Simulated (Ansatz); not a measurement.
# CH₂I radical (SMILES [CH2]I): functionals against CCSD(T) at one geometry

An exercise on one series of results from a longer session: the logs are not shown, and one member is left open.

Method: single points in def2-TZVPP; program: Ansatz 0.2.0, Gaussian basis.

Cores are frozen in the correlated methods. Filled d shells of the heavier atoms are correlated. Core potentials replace the inner electrons past krypton, and spin-orbit coupling is left out. Orbitals are unrestricted.

**Starting geometry**

SMILES `[CH2]I`, 4 atoms, charge 0, spin multiplicity 2.

Atoms are counted from 1 here; the program's logs count them from 0.

Bond lengths: C1–I2 2.015 Å, C1–H3 1.271 Å, C1–H4 1.181 Å. Angles: I2–C1–H3 120.6°, I2–C1–H4 109.7°, H3–C1–H4 128.8°.

Coordinates:

```
C    -0.06520   -0.08600   -0.19740
I     0.55060    1.09330    1.31610
H    -0.97080    0.30790   -0.99720
H     0.39040   -1.16790   -0.06960
```

The first run:

Contents of run/in.yaml:

```yaml
crystal:
  periodic: [false, false, false]
  atoms:
    - {symbol: C, position_ang: [-0.065200, -0.086000, -0.197400]}
    - {symbol: I, position_ang: [0.550600, 1.093300, 1.316100]}
    - {symbol: H, position_ang: [-0.970800, 0.307900, -0.997200]}
    - {symbol: H, position_ang: [0.390400, -1.167900, -0.069600]}
basis:
  gaussian: {orbitals: def2-TZVPP}
magnetization: {spin_polarized: true, initial_magnetization: 1}
correlation: {method: ccsd_t}
scf: {omitted_lower_state_checks: [cluster_reference]}
output: {forces: true}
```

No record of the launch command was kept for these runs.

Steps of the session up to this table: CCSD(T)/def2-TZVPP; PBE0-D4/def2-TZVPP; wB97M-V/def2-TZVPP; r2SCAN-D4/def2-TZVPP; PBE-D4/def2-TZVPP; revPBE-D4/def2-TZVPP; BHLYP-D4/def2-TZVPP.

One table of the session follows, with a row left open; its other results are not shown here.

```
   method  RMS force component (eV/Å)  angle to CCSD(T) forces (°)  dipole (D)
  CCSD(T)                       1.695                    reference        0.66
  PBE0-D4                           ?                            ?           ?
  wB97M-V                       1.713                          2.0        0.67
r2SCAN-D4                       1.698                          1.3        0.75
   PBE-D4                       1.593                          2.2        0.52
revPBE-D4                       1.608                          3.9        0.53
 BHLYP-D4                       1.836                          1.1        0.83
```

Estimate the missing values for PBE0-D4.

**Answer.** RMS force component (eV/Å): 1.691; angle to CCSD(T) forces (°): 1.5; dipole (D): 0.73. In the column «RMS force component (eV/Å)» it lies between revPBE-D4 (1.608) and CCSD(T) (1.695).
